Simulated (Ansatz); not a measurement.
# Zr (Zirconium): the cost of one run

Program: Ansatz 0.2.0. Level of theory: DFT PBE, scalar-relativistic, plane waves, PAW. These are calculated values, not measurements.

## Step 1: Starting point

The structure is hexagonal, space group P6_3/mmc (No. 194). Conventional cell: a = 3.232 Å, b = 3.232 Å, c = 5.172 Å, α = 90.00°, β = 90.00°, γ = 120.00°. Zr (site symmetry -6m2) has 12 Zr at 3.19 to 3.23 Å as nearest neighbours.

Coordinates:

```xyz
2
Lattice="3.2320 0.0000 0.0000 -1.6160 2.7990 0.0000 0.0000 0.0000 5.1716" Properties=species:S:1:pos:R:3 pbc="T T T"
Zr    0.0000    1.8660    1.2929
Zr    1.6160    0.9330    3.8787
```

This cell comes from an earlier session at PBE: 23.392 Å³/atom at 0.00 GPa, on a 16×16×10 mesh.

Volume factors to run: 0.980, 1.020, 0.960, 1.040.

## Step 2: Volume × 0.980

Contents of input.yaml:

```yaml
crystal:
  lattice:
    - [3.2103436958, 0.0, 0.0]
    - [-1.6051718479, 2.7802391955, 0.0]
    - [0.0, 0.0, 5.1368677804]
  atoms:
    - { symbol: Zr, position: [0.3333333333, 0.6666666667, 0.25] }
    - { symbol: Zr, position: [0.6666666667, 0.3333333333, 0.75] }
basis:
  ecutwfc: 420
  ecutrho_ratio: 4
kpoints:
  mp_grid: { grid: [16, 16, 10] }
hamiltonian:
  xc: pbe
scf:
  occupations: { method: gaussian, width: 0.05 }
output:
  forces: true
  stress: true
  eigenvalues: true
relax:
  f_tol: 0.01
  max_steps: 40
  cell: { stress_tol: 0.1, fix: [volume] }
```

Launch:

```sh
ansatz run input.yaml --threads 1 --pin off --max-ram 2560MiB --backend cpu --events-out ev --progress --plain --runs-dir out
```

**Question.** How long does this run take on 1 thread of Arm Neoverse N1, shared host, and how much memory does it need?

About 24 s, with a peak of 0.41 GiB.
